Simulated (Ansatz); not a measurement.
# BH₅N₂Si: up Jacob's ladder to CCSD(T)

An exercise on one series of results from a longer session: the logs are not shown, and one member is left open.

The runs use Ansatz 0.2.0, Gaussian basis; functionals in def2-TZVPP, the program's frozen cores in correlated methods.

Plan: LDA (SPW92), PBE-D4, revPBE-D4, BLYP-D4, r2SCAN-D4, B97M-V, PBE0-D4, B3LYP-D4, r2SCANh-D4, r2SCAN0-D4, HSE06-D4, BHLYP-D4, CAM-B3LYP-D4, LC-ωPBE, ωB97X-V, ωB97M-V, B2PLYP, PBE-QIDH; CCSD(T)/def2-SVP; CCSD(T)/def2-TZVPP; MP2/def2-QZVPP; extrapolation to the limit; RPA on PBE.

## The geometry

All runs share one geometry, relaxed beforehand with PBE0-D4 in a triple-zeta def2 set.

9 atoms, charge 0, spin multiplicity 1.

Atoms are counted from 1 here; the program's logs count them from 0.

Bond lengths: N1–Si2 1.702 Å, N1–H5 1.006 Å, N1–H6 1.005 Å, Si2–B3 1.914 Å, Si2–N4 1.755 Å, Si2–H7 1.482 Å, B3–N4 1.389 Å, B3–H8 1.190 Å, N4–H9 1.011 Å. Angles: Si2–N1–H5 122.6°, Si2–N1–H6 123.2°, H5–N1–H6 112.9°, N1–Si2–B3 127.2°, N1–Si2–N4 121.8°, N1–Si2–H7 105.5°, B3–Si2–N4 44.2°, B3–Si2–H7 127.1°, N4–Si2–H7 113.4°, Si2–B3–N4 61.8°, Si2–B3–H8 163.8°, N4–B3–H8 134.4°, Si2–N4–B3 74.0°, Si2–N4–H9 150.8°, B3–N4–H9 135.2°.

Set-up of the first run:

Contents of in.yaml:

```yaml
crystal:
  periodic: [false, false, false]
  atoms:
    - {symbol: N, position_ang: [-0.637841, 1.588111, 0.218243]}
    - {symbol: Si, position_ang: [0.258947, 0.175476, 0.530470]}
    - {symbol: B, position_ang: [-0.233858, -1.625779, 0.110161]}
    - {symbol: N, position_ang: [0.650453, -0.971595, -0.738359]}
    - {symbol: H, position_ang: [-0.221268, 2.503311, 0.212864]}
    - {symbol: H, position_ang: [-1.561836, 1.577322, -0.177334]}
    - {symbol: H, position_ang: [1.441211, 0.620895, 1.305249]}
    - {symbol: H, position_ang: [-0.741344, -2.702396, 0.114426]}
    - {symbol: H, position_ang: [1.134037, -1.211646, -1.592919]}
basis:
  gaussian: {orbitals: def2-TZVPP}
hamiltonian: {xc: lda}
output: {orbitals: {seedname: orbitals}}
```

Among the steps run: LDA; PBE-D4 (GGA); revPBE-D4 (GGA); BLYP-D4 (GGA); r2SCAN-D4 (meta-GGA); B97M-V (meta-GGA); PBE0-D4 (hybrid); B3LYP-D4 (hybrid); r2SCANh-D4 (hybrid); r2SCAN0-D4 (hybrid); HSE06-D4 (hybrid); BHLYP-D4 (hybrid); CAM-B3LYP-D4 (range-separated); LC-ωPBE (range-separated); ωB97X-V (range-separated); ωB97M-V (range-separated); B2PLYP (double hybrid); PBE-QIDH (double hybrid).

One of the session's tables, all rows but one given; the rest of the session is left out.

It belongs to the step «Frontier levels by functional». 

| functional | HOMO (eV) | gap (eV) |
| --- | --- | --- |
| LDA (SPW92) | -5.52 | 4.12 |
| PBE-D4 | -5.42 | 4.26 |
| revPBE-D4 | -5.38 | 4.30 |
| BLYP-D4 | -5.30 | 4.29 |
| r2SCAN-D4 | -5.63 | 4.77 |
| B97M-V | ? | ? |
| PBE0-D4 | -6.59 | 6.38 |
| B3LYP-D4 | -6.40 | 5.98 |
| r2SCANh-D4 | -6.07 | 5.55 |
| r2SCAN0-D4 | -6.72 | 6.69 |
| HSE06-D4 | -6.19 | 5.60 |
| BHLYP-D4 | -7.66 | 8.42 |
| CAM-B3LYP-D4 | -7.91 | 8.78 |
| LC-ωPBE | -9.22 | 11.25 |
| ωB97X-V | -8.89 | 10.81 |
| ωB97M-V | -8.72 | 10.36 |

Estimate the missing values for B97M-V.

The run gave: HOMO (eV): -5.72; gap (eV): 4.81. In the column «HOMO (eV)» it lies between r2SCANh-D4 (-6.07) and r2SCAN-D4 (-5.63).
